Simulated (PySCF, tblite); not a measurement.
**C3H8O2SSi: geometry, infrared bands and NMR shifts**

What infrared bands and NMR shifts should C3H8O2SSi (`CS[SiH2]OC(C)=O`) show?

Programs: tblite 0.8.0 and PySCF 2.14.0, with density-fitted response routines of our own. Each step states its level of theory. These are calculated values for one molecule in the gas phase, unless marked as measured. Atoms are numbered from 0 throughout.

## Step 1: The starting structure

15 atoms, charge 0, multiplicity 1; geometry from: force field or distance geometry start.

Bonds of the start (Å): C0–S1 1.80, S1–Si2 2.16, Si2–O3 1.65, O3–C4 1.35, C4–C5 1.50, C4–O6 1.22, C0–H7 1.10, C0–H8 1.09, C0–H9 1.09, Si2–H10 1.49, Si2–H11 1.48, C5–H12 1.11, C5–H13 1.09, C5–H14 1.09.

## Step 2: Optimising the geometry with GFN2-xTB

The job: settings as JSON, then the geometry in Å.

```
{"job": {"kind": "relax", "xc": "GFN2-xTB", "basis": "xTB"}, "charge": 0, "multiplicity": 1}
C     -3.483500     0.178500     0.761400
S     -1.901000     1.016200     0.897400
Si    -0.543800    -0.360700    -0.058200
O      0.960600     0.306800    -0.002100
C      2.043400    -0.319900    -0.510900
C      3.262900     0.521200    -0.302500
O      2.054500    -1.396300    -1.094100
H     -4.256400     0.805000     1.234500
H     -3.468600    -0.790300     1.271400
H     -3.764000     0.033800    -0.283700
H     -1.010100    -0.512600    -1.466100
H     -0.617400    -1.643800     0.679300
H      3.432000     0.660700     0.781100
H      3.152900     1.486500    -0.801000
H      4.134100     0.023000    -0.725500
```

Run with:

```
$ OMP_NUM_THREADS=1 python probes_run.py task.json out
```

One launch serves the whole session: the jobs run in the order shown.

**Question.** This job is followed by: GFN2-xTB harmonic vibrations, gas phase; GIAO PBE0/pcSseg-1 NMR shielding, non-relativistic, gas phase. Predict these results of the whole session: strongest single infrared mode (GFN2-xTB); zero-point energy (GFN2-xTB); 13C shifts against TMS (PBE0/pcSseg-1); 1H shifts against TMS (PBE0/pcSseg-1, means over atoms taken as alike); 33S shifts against CS2 (PBE0/pcSseg-1); 29Si shifts against TMS (PBE0/pcSseg-1); 17O shifts against H2O (PBE0/pcSseg-1); surface potential, 1st and 99th percentile.

The runs gave:

| quantity | value |
| --- | --- |
| strongest single infrared mode (GFN2-xTB) | 1220 cm⁻¹, 651 km/mol |
| zero-point energy (GFN2-xTB) | 66.3 kcal/mol |
| 13C shifts against TMS (PBE0/pcSseg-1) | 177.1, 23.8, 8.5 ppm |
| 1H shifts against TMS (PBE0/pcSseg-1, means over atoms taken as alike) | 5.42, 2.19, 1.87 ppm |
| 33S shifts against CS2 (PBE0/pcSseg-1) | -215 ppm |
| 29Si shifts against TMS (PBE0/pcSseg-1) | -9.3 ppm |
| 17O shifts against H2O (PBE0/pcSseg-1) | 468.4, 198.7 ppm |
| surface potential, 1st and 99th percentile | -1.50 V and 1.26 V |

In words: The optimisation took 34 steps and gained 0.193 eV; among the close pairs (by a distance rule), Si2–H10 changed most, from 1.491 to 1.456 Å. No mode is imaginary among the 39: a minimum at this level. The strongest single mode, at 1220 cm⁻¹, moves mainly C4. GFN2-xTB is a fitted tight-binding method: band positions and strengths are rough. Its intensities can rank the bands wrongly. At PBE0/pcSseg-1: Shielding is most anisotropic at O6 (span 632 ppm, paramagnetic term -536 ppm).
